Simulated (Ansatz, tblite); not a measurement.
# The cluster B₆Pt+: one state, many levels

How do method and basis change the picture of the cluster B₆Pt+ (doublet)?

Method: as each input shows; program: Ansatz 0.2.0, Gaussian basis.

Plan: GFN1-xTB, GFN2-xTB, PBE-D4/def2-TZVP, r2SCAN-D4/def2-TZVP, LC-ωPBE/def2-TZVP, ωB97X-V/def2-TZVP, B97M-V/def2-TZVP, PBE-D4/def2-SVP, PBE0-D4/def2-SVP, CCSD(T)/def2-SVP, MP2/def2-TZVP.

2 further runs of the same task are left out: 2 set aside as unsound or not needed. Runs told in other sessions of the task aren't counted.

## (1) The geometry

The geometry is that of the doublet, from an earlier relaxation (r2SCAN-D4/def2-SVP). At that level it is the lowest of the isomers that a small search found.

7 atoms, charge 1, spin multiplicity 2.

Bond lengths: Pt1–B3 1.882 Å, Pt1–B5 1.969 Å, B2–B3 1.607 Å, B2–B4 1.578 Å, B2–B7 1.806 Å, B3–B5 1.801 Å, B4–B6 1.572 Å, B4–B7 1.767 Å, B5–B7 1.585 Å, B6–B7 1.678 Å. Angles: B3–Pt1–B5 55.7°, B3–B2–B4 175.2°, B3–B2–B7 112.7°, B4–B2–B7 62.5°, Pt1–B3–B2 131.1°, Pt1–B3–B5 64.6°, B2–B3–B5 66.5°, B2–B4–B6 125.1°, B2–B4–B7 65.1°, B6–B4–B7 60.0°, Pt1–B5–B3 59.7°, Pt1–B5–B7 173.7° and more.

Pt takes a core potential in the def2 sets. No spin-orbit coupling is included. The ion is computed in the gas phase, without counter-ions or solvent.

PBE0-D4/def2-TZVP was run before; its log isn't repeated, and its numbers join the tables.

## (2) GFN1-xTB

Tight binding, by tblite at 300 K electronic temperature and without a spin-polarisation term:

```python
tblite.interface.Calculator('GFN1-xTB', numbers, positions, charge=1, uhf=1).singlepoint()
```

Energy -330.9619 eV; 0.004 s.

## (3) GFN2-xTB

Tight binding, by tblite at 300 K electronic temperature and without a spin-polarisation term:

```python
tblite.interface.Calculator('GFN2-xTB', numbers, positions, charge=1, uhf=1).singlepoint()
```

Energy -305.5563 eV; 0.006 s.

## (4) PBE-D4/def2-TZVP

start.molden holds the orbitals of an earlier run on this state, given as this run's starting guess.

The input, in.yaml:

```yaml
crystal:
  periodic: [false, false, false]
  atoms:
    - {symbol: Pt, position_ang: [0.918687, -2.634747, -0.000409]}
    - {symbol: B, position_ang: [0.738007, 0.538471, 0.024950]}
    - {symbol: B, position_ang: [1.535503, -0.856493, 0.033048]}
    - {symbol: B, position_ang: [-0.156907, 1.837736, 0.012993]}
    - {symbol: B, position_ang: [-0.253896, -1.052913, -0.016709]}
    - {symbol: B, position_ang: [-1.727855, 1.852369, -0.028752]}
    - {symbol: B, position_ang: [-1.053539, 0.315587, -0.025120]}
basis:
  gaussian: {orbitals: def2-TZVP, initial_orbitals: start.molden}
total_charge: 1
magnetization: {spin_polarized: true, initial_magnetization: 1}
hamiltonian: {xc: pbe, dispersion: d4}
scf: {omitted_lower_state_checks: [starts]}
output: {forces: true, orbitals: {seedname: orbitals}}
```

Launch:

```sh
$ ansatz run in.yaml --threads 4 --pin off --events-out ev --progress --plain --max-ram 4787MiB
```

Log:

```text
Functional definition: PBE
  name "PBE"
  cite "Perdew, Burke & Ernzerhof, Phys. Rev. Lett. 77, 3865 (1996) doi:10.1103/PhysRevLett.77.3865"
  parent pbe
  parameter kappa = 0.804
  parameter beta = 0.06672455060314922
  exchange = pbe_x(kappa = kappa, mu = beta*pi^2/3)
  correlation = pbe_c(beta = beta)
these checks for a lower state are left out or cut short: starts
1410 factors; their error is unknown
mean field evaluation 1: about -7288.5194 eV, gradient 6.0e0 eV
mean field evaluation 2: about -7288.6880 eV, gradient 2.9e-1 eV
mean field evaluation 4: about -7288.6615 eV, gradient 2.6e-1 eV
mean field evaluation 8: about -7288.6618 eV, gradient 1.9e-5 eV
mean field -7288.66178646 eV, -267.8533802200 hartree, gradient 2.9e-5 eV, S^2 0.780325; 0 other end points of the search recorded, 0 dependent functions left out
the calculation of the forces begins
reference -7288.66183636 eV, -267.8533820538 hartree; 24, 23 occupied and 202, 203 virtual orbitals, 1410 factors
Total energy: -7288.90857917 eV, -267.8624496849 hartree
Atom 0 at     0.918687    -2.634747    -0.000409 Å, force    -0.023421     0.120126     0.000529 eV/Å
Atom 1 at     0.738007     0.538471     0.024950 Å, force     0.046893     0.123926     0.002141 eV/Å
Atom 2 at     1.535503    -0.856493     0.033048 Å, force    -0.072595     0.149895    -0.000392 eV/Å
Atom 3 at    -0.156907     1.837736     0.012993 Å, force    -0.043455    -0.185115    -0.002744 eV/Å
Atom 4 at    -0.253896    -1.052913    -0.016709 Å, force    -0.182611     0.085919    -0.004115 eV/Å
Atom 5 at    -1.727855     1.852369    -0.028752 Å, force     0.371671    -0.251857     0.007577 eV/Å
Atom 6 at    -1.053539     0.315587    -0.025120 Å, force    -0.096482    -0.042895    -0.002996 eV/Å
Dipole moment:    -0.250156     0.633642    -0.000726 e Å
Checks for a lower state left out: starts
```

Run time: 4 s. Hardware: 4 threads of Intel Xeon 6975P-C, shared host.

Report: HOMO -10.52 eV, LUMO -9.88 eV (over both spins); ⟨S²⟩ 0.780 (pure: 0.75).

## (5) r2SCAN-D4/def2-TZVP

in.yaml, as its differences from that of step 4:

```diff
@@ -14,4 +14,4 @@
 magnetization: {spin_polarized: true, initial_magnetization: 1}
-hamiltonian: {xc: pbe, dispersion: d4}
+hamiltonian: {xc: r2scan, dispersion: d4}
 scf: {omitted_lower_state_checks: [starts]}
-output: {forces: true, orbitals: {seedname: orbitals}}
+output: {orbitals: {seedname: orbitals}}
```

Launched as before.

Log:

```text
Functional definition: r2SCAN
  name "r2SCAN"
  cite "Furness, Kaplan, Ning, Perdew & Sun, J. Phys. Chem. Lett. 11, 8208 (2020) doi:10.1021/acs.jpclett.0c02405"
  cite "Furness, Kaplan, Ning, Perdew & Sun, J. Phys. Chem. Lett. 11, 9248 (2020) doi:10.1021/acs.jpclett.0c03077"
  parent r2scan
  parameter k0 = 0.174
  parameter k1 = 0.065
  parameter a1 = 4.9479
  exchange = r2scan_x(k0 = k0, k1 = k1, a1 = a1)
  correlation = r2scan_c
these checks for a lower state are left out or cut short: starts
1410 factors; their error is unknown
mean field evaluation 1: about -7292.5141 eV, gradient 3.9e0 eV
mean field evaluation 2: about -7292.5855 eV, gradient 1.3e-1 eV
mean field evaluation 4: about -7292.5639 eV, gradient 2.7e-3 eV
mean field evaluation 8: about -7292.5639 eV, gradient 1.8e-5 eV
mean field -7292.56386101 eV, -267.9967788148 hartree, gradient 1.8e-5 eV, S^2 0.812996; 0 other end points of the search recorded, 0 dependent functions left out
reference -7292.56388323 eV, -267.9967796312 hartree; 24, 23 occupied and 202, 203 virtual orbitals, 1410 factors
Total energy: -7292.61771153 eV, -267.9987577849 hartree
Checks for a lower state left out: starts
```

It took 6.5 s on 4 threads of Intel Xeon 6975P-C, shared host.

From the report: HOMO -10.79 eV, LUMO -9.74 eV (over both spins); ⟨S²⟩ 0.813 (pure: 0.75).

## (6) LC-ωPBE/def2-TZVP

in.yaml, as its differences from that of step 5:

```diff
@@ -14,3 +14,3 @@
 magnetization: {spin_polarized: true, initial_magnetization: 1}
-hamiltonian: {xc: r2scan, dispersion: d4}
+hamiltonian: {xc: {name: LC-wPBE}}
 scf: {omitted_lower_state_checks: [starts]}
```

Same command.

Log (excerpt; [...] marks lines left out):

```text
Functional definition: LC-wPBE
  name "LC-wPBE"
  cite "Vydrov & Scuseria, J. Chem. Phys. 125, 234109 (2006) doi:10.1063/1.2409292"
  cite "Heyd & Scuseria, J. Chem. Phys. 120, 7274 (2004) doi:10.1063/1.1668634"
  cite "Ernzerhof & Perdew, J. Chem. Phys. 109, 3313 (1998) doi:10.1063/1.476928"
  cite "Perdew, Burke & Ernzerhof, Phys. Rev. Lett. 77, 3865 (1996) doi:10.1103/PhysRevLett.77.3865"
  parent pbe
[...]
1410 factors; their error is unknown
496 factors; integrals over basis functions are off by at most 3.5e-5 eV
[...]
mean field -7288.16454332 eV, -267.8351068717 hartree, gradient 1.9e-5 eV, S^2 0.867616; 0 other end points of the search recorded, 0 dependent functions left out
reference -7288.16454333 eV, -267.8351068720 hartree; 24, 23 occupied and 202, 203 virtual orbitals, 1410 factors
Total energy: -7288.16454333 eV, -267.8351068720 hartree
Checks for a lower state left out: starts
```

Run time: 11 s. Hardware: 4 threads of Intel Xeon 6975P-C, shared host; peak memory 0.97 GiB.

From the report: HOMO -13.87 eV, LUMO -7.04 eV (over both spins); ⟨S²⟩ 0.868 (pure: 0.75).

## (7) ωB97X-V/def2-TZVP

in.yaml, as its differences from that of step 6:

```diff
@@ -14,3 +14,3 @@
 magnetization: {spin_polarized: true, initial_magnetization: 1}
-hamiltonian: {xc: {name: LC-wPBE}}
+hamiltonian: {xc: {name: wB97X-V}}
 scf: {omitted_lower_state_checks: [starts]}
```

Same command.

Log (excerpt; [...] marks lines left out):

```text
Functional definition: wB97X-V
  name "wB97X-V"
  cite "Mardirossian & Head-Gordon, Phys. Chem. Chem. Phys. 16, 9904 (2014) doi:10.1039/C3CP54374A"
  cite "Becke, J. Chem. Phys. 107, 8554 (1997) doi:10.1063/1.475007"
  cite "Vydrov & Van Voorhis, J. Chem. Phys. 133, 244103 (2010) doi:10.1063/1.3521275"
[...]
      + integral(e_c_pw_opposite_spin*poly(b97_u_opposite, cos0, cos1)) + vv10(b, c)
[...]
1410 factors; their error is unknown
355 factors; integrals over basis functions are off by at most 1.3e-5 eV
[...]
mean field -7290.44437011 eV, -267.9188889610 hartree, gradient 1.3e-5 eV, S^2 0.810465; 0 other end points of the search recorded, 0 dependent functions left out
reference -7290.44436847 eV, -267.9188889006 hartree; 24, 23 occupied and 202, 203 virtual orbitals, 1410 factors
Total energy: -7290.44436847 eV, -267.9188889006 hartree
Checks for a lower state left out: starts
```

Wall time 24 s (4 threads of Intel Xeon 6975P-C, shared host); peak memory 1.4 GiB.

From the report: HOMO -13.40 eV, LUMO -7.01 eV (over both spins); ⟨S²⟩ 0.810 (pure: 0.75).

## (8) B97M-V/def2-TZVP

in.yaml, as its differences from that of step 7:

```diff
@@ -14,3 +14,3 @@
 magnetization: {spin_polarized: true, initial_magnetization: 1}
-hamiltonian: {xc: {name: wB97X-V}}
+hamiltonian: {xc: {name: B97M-V}}
 scf: {omitted_lower_state_checks: [starts]}
```

Same command.

Log (excerpt; [...] marks lines left out):

```text
Functional definition: B97M-V
  name "B97M-V"
  cite "Mardirossian & Head-Gordon, J. Chem. Phys. 142, 074111 (2015) doi:10.1063/1.4907719"
  cite "Becke, J. Chem. Phys. 107, 8554 (1997) doi:10.1063/1.475007"
  cite "Vydrov & Van Voorhis, J. Chem. Phys. 133, 244103 (2010) doi:10.1063/1.3521275"
  # Of w^i u^j: cxij and so on, Table III.
[...]
  gx(w, u) = cx00 + cx01*u + cx02*u^2 + (cx10 + cx11*u)*w
  gss(w, u) = css00 + css02*u^2 + css10*w + (css32*w^3 + css42*w^4)*u^2
  gos(w, u) = cos00 + cos01*u + cos03*u^3 + cos10*w + cos32*w^3*u^2
[...]
      + integral(e_c_pw_mod_opposite_spin*gos(b97_w_opposite, b97_u_opposite)) + vv10(b, c)
[...]
1410 factors; their error is unknown
[...]
mean field -7295.41419709 eV, -268.1015267336 hartree, gradient 2.9e-5 eV, S^2 0.795662; 0 other end points of the search recorded, 0 dependent functions left out
reference -7295.41426905 eV, -268.1015293783 hartree; 24, 23 occupied and 202, 203 virtual orbitals, 1410 factors
Total energy: -7295.41426905 eV, -268.1015293783 hartree
Checks for a lower state left out: starts
```

Wall time 7.5 s (4 threads of Intel Xeon 6975P-C, shared host); peak memory 0.58 GiB.

Report: HOMO -10.51 eV, LUMO -9.56 eV (over both spins); ⟨S²⟩ 0.796 (pure: 0.75).

## (9) PBE-D4/def2-SVP

in.yaml, as its differences from that of step 8:

```diff
@@ -11,6 +11,6 @@
 basis:
-  gaussian: {orbitals: def2-TZVP, initial_orbitals: start.molden}
+  gaussian: {orbitals: def2-SVP, initial_orbitals: start.molden}
 total_charge: 1
 magnetization: {spin_polarized: true, initial_magnetization: 1}
-hamiltonian: {xc: {name: B97M-V}}
+hamiltonian: {xc: pbe, dispersion: d4}
 scf: {omitted_lower_state_checks: [starts]}
```

Launched as before.

Log:

```text
Functional definition: PBE
  name "PBE"
  cite "Perdew, Burke & Ernzerhof, Phys. Rev. Lett. 77, 3865 (1996) doi:10.1103/PhysRevLett.77.3865"
  parent pbe
  parameter kappa = 0.804
  parameter beta = 0.06672455060314922
  exchange = pbe_x(kappa = kappa, mu = beta*pi^2/3)
  correlation = pbe_c(beta = beta)
these checks for a lower state are left out or cut short: starts
1257 factors; their error is unknown
mean field evaluation 1: about -7284.1299 eV, gradient 7.7e0 eV
mean field evaluation 2: about -7284.3507 eV, gradient 3.3e-1 eV
mean field evaluation 4: about -7284.2896 eV, gradient 1.5e-1 eV
mean field evaluation 8: about -7284.2897 eV, gradient 1.1e-5 eV
mean field -7284.28970499 eV, -267.6927091896 hartree, gradient 1.1e-5 eV, S^2 0.780298; 0 other end points of the search recorded, 0 dependent functions left out
reference -7284.28974907 eV, -267.6927108095 hartree; 24, 23 occupied and 92, 93 virtual orbitals, 1257 factors
Total energy: -7284.53649188 eV, -267.7017784405 hartree
Checks for a lower state left out: starts
```

It took 1.4 s on 4 threads of Intel Xeon 6975P-C, shared host.

HOMO -10.54 eV, LUMO -9.92 eV (over both spins); ⟨S²⟩ 0.780 (pure: 0.75).

## (10) PBE0-D4/def2-SVP

in.yaml, as its differences from that of step 9:

```diff
@@ -14,3 +14,3 @@
 magnetization: {spin_polarized: true, initial_magnetization: 1}
-hamiltonian: {xc: pbe, dispersion: d4}
+hamiltonian: {xc: pbe0, dispersion: d4}
 scf: {omitted_lower_state_checks: [starts]}
```

The command is unchanged.

Log:

```text
Functional definition: PBE0
  name "PBE0"
  cite "Adamo & Barone, J. Chem. Phys. 110, 6158 (1999) doi:10.1063/1.478522"
  cite "Perdew, Burke & Ernzerhof, Phys. Rev. Lett. 77, 3865 (1996) doi:10.1103/PhysRevLett.77.3865"
  parent pbe
  parameter a = 0.25
  parameter kappa = 0.804
  parameter beta = 0.06672455060314922
  exchange = (1 - a)*pbe_x(kappa = kappa, mu = beta*pi^2/3) + a*exact_x
  correlation = pbe_c(beta = beta)
these checks for a lower state are left out or cut short: starts
1262 factors; their error is unknown
mean field evaluation 1: about -7282.8173 eV, gradient 6.6e0 eV
mean field evaluation 2: about -7282.8860 eV, gradient 9.9e-2 eV
mean field evaluation 4: about -7282.9603 eV, gradient 4.1e-4 eV
mean field evaluation 8: about -7282.9603 eV, gradient 2.2e-5 eV
mean field -7282.96032237 eV, -267.6438552794 hartree, gradient 2.2e-5 eV, S^2 0.805432; 0 other end points of the search recorded, 0 dependent functions left out
reference -7282.96035565 eV, -267.6438565022 hartree; 24, 23 occupied and 92, 93 virtual orbitals, 1262 factors
Total energy: -7283.17045473 eV, -267.6515775011 hartree
Checks for a lower state left out: starts
```

Wall time 1.7 s (4 threads of Intel Xeon 6975P-C, shared host).

From the report: HOMO -11.53 eV, LUMO -9.13 eV (over both spins); ⟨S²⟩ 0.805 (pure: 0.75).

## (11) CCSD(T)/def2-SVP

in.yaml, as its differences from that of step 10:

```diff
@@ -14,4 +14,4 @@
 magnetization: {spin_polarized: true, initial_magnetization: 1}
-hamiltonian: {xc: pbe0, dispersion: d4}
-scf: {omitted_lower_state_checks: [starts]}
+correlation: {method: ccsd_t}
+scf: {omitted_lower_state_checks: [starts, cluster_reference]}
 output: {orbitals: {seedname: orbitals}}
```

Same command.

Log (excerpt; [...] marks lines left out):

```text
Functional definition: HF
  name "HF"
  cite "Fock, Z. Phys. 61, 126 (1930) doi:10.1007/BF01340294"
  parent pbe
[...]
1190 factors; integrals over basis functions are off by at most 1.2e-3 eV
[...]
mean field -7235.77567731 eV, -265.9098515563 hartree, gradient 2.3e-6 eV, S^2 1.040420; 0 other end points of the search recorded, 0 dependent functions left out
6 core orbitals not correlated: weight in the atoms' cores, before any rotation towards them, 1.000 or more for the frozen orbitals, at most 0.000 for the correlated occupied ones
reference -7235.77567731 eV, -265.9098515563 hartree; 18, 17 occupied and 92, 93 virtual orbitals, 1190 factors
second order -22.80573844 eV of doubles, -0.00000000 eV of singles
cycle   1  -20.70033190 eV  change     2.1e0 eV  update   2.5e-1
[...]
cycle  17  -22.31224172 eV  change    3.1e-5 eV  update   3.5e-5
perturbative correction -1.51259847 eV, -0.0555869684 hartree
Total energy: -7259.60051750 eV, -266.7853982842 hartree
Checks for a lower state left out: starts, cluster_reference
```

Run time: 20 s. Hardware: 4 threads of Intel Xeon 6975P-C, shared host; peak memory 1.8 GiB.

Hartree-Fock HOMO -13.97 eV, LUMO -5.75 eV (over both spins); ⟨S²⟩ 1.040 (pure: 0.75); T1 0.042. Doubts: spin contamination.

## (12) MP2/def2-TZVP

in.yaml, as its differences from that of step 11:

```diff
@@ -11,7 +11,7 @@
 basis:
-  gaussian: {orbitals: def2-SVP, initial_orbitals: start.molden}
+  gaussian: {orbitals: def2-TZVP, initial_orbitals: start.molden}
 total_charge: 1
 magnetization: {spin_polarized: true, initial_magnetization: 1}
-correlation: {method: ccsd_t}
-scf: {omitted_lower_state_checks: [starts, cluster_reference]}
+correlation: {method: mp2}
+scf: {omitted_lower_state_checks: [starts]}
 output: {orbitals: {seedname: orbitals}}
```

Same command.

Log:

```text
Functional definition: HF
  name "HF"
  cite "Fock, Z. Phys. 61, 126 (1930) doi:10.1007/BF01340294"
  parent pbe
  exchange = exact_x
  correlation = 0
these checks for a lower state are left out or cut short: starts
1546 factors; integrals over basis functions are off by at most 7.3e-4 eV
mean field evaluation 1: about -7239.1055 eV, gradient 1.6e1 eV
mean field evaluation 2: about -7240.3103 eV, gradient 1.4e0 eV
mean field evaluation 4: about -7240.4034 eV, gradient 3.6e-1 eV
mean field evaluation 8: about -7240.4060 eV, gradient 2.1e-4 eV
mean field -7240.40595802 eV, -266.0800112337 hartree, gradient 2.2e-6 eV, S^2 1.069728; 0 other end points of the search recorded, 0 dependent functions left out
6 core orbitals not correlated: weight in the atoms' cores, before any rotation towards them, 1.000 or more for the frozen orbitals, at most 0.000 for the correlated occupied ones
reference -7240.40595802 eV, -266.0800112337 hartree; 18, 17 occupied and 202, 203 virtual orbitals, 1546 factors
second order -27.06542906 eV of doubles, -0.00000000 eV of singles
Total energy: -7267.47138708 eV, -267.0746474062 hartree
Checks for a lower state left out: starts
```

Wall time 4.2 s (4 threads of Intel Xeon 6975P-C, shared host); peak memory 0.66 GiB.

Hartree-Fock HOMO -13.90 eV, LUMO -5.64 eV (over both spins); ⟨S²⟩ 1.070 (pure: 0.75). Doubts: spin contamination.

## (13) Levels side by side

```csv
level,functions,HOMO (eV),LUMO (eV),gap (eV),⟨S²⟩,time
PBE-D4/def2-SVP,116,-10.54,-9.92,0.62,0.780,1.4 s
PBE-D4/def2-TZVP,226,-10.52,-9.88,0.64,0.780,4 s
r2SCAN-D4/def2-TZVP,226,-10.79,-9.74,1.05,0.813,6.5 s
B97M-V/def2-TZVP,226,-10.51,-9.56,0.95,0.796,7.5 s
PBE0-D4/def2-SVP,116,-11.53,-9.13,2.40,0.805,1.7 s
PBE0-D4/def2-TZVP,226,-11.50,-9.07,2.43,0.806,6 s
LC-ωPBE/def2-TZVP,226,-13.87,-7.04,6.83,0.868,11 s
ωB97X-V/def2-TZVP,226,-13.40,-7.01,6.39,0.810,24 s
```

Energy pieces by basis (eV):

```
    basis          HF  MP2 correlation  CCSD correlation      (T)             total
 def2-SVP  -7235.7757         -22.8057          -22.3122  -1.5126        -7259.6005
def2-TZVP  -7240.4060         -27.0654                             -7267.4714 (MP2)
```

The correlation energy is far from converged in these sets, so it jumps between bases; where outer-core shells are correlated, the sets cover them unevenly.

## (14) Outcome

| quantity | value |
| --- | --- |
| gap in def2-TZVP, named functionals, smallest and largest | 0.64 eV (PBE-D4), 6.83 eV (LC-ωPBE) |
| correlation energy, CCSD(T)/def2-SVP | -23.82 eV |
| correlation energy, MP2/def2-TZVP | -27.07 eV |
| ⟨S²⟩ in def2-TZVP, named functionals, smallest and largest | 0.780, 0.868 |
| PBE0 total energy, smallest basis above largest | 4.39 eV (def2-SVP, def2-TZVP) |

What this shows: Over the named functionals in def2-TZVP the gap runs from 0.64 eV (PBE-D4) to 6.83 eV (LC-ωPBE); exact exchange widens it. Over the named functionals in def2-TZVP spin contamination reaches 0.12 (LC-ωPBE). Notes on CCSD(T)/def2-SVP: spin contamination.

The slowest run with a step of its own, ωB97X-V/def2-TZVP, took 24 s; the quickest functional in def2-TZVP took 4 s (shared host).
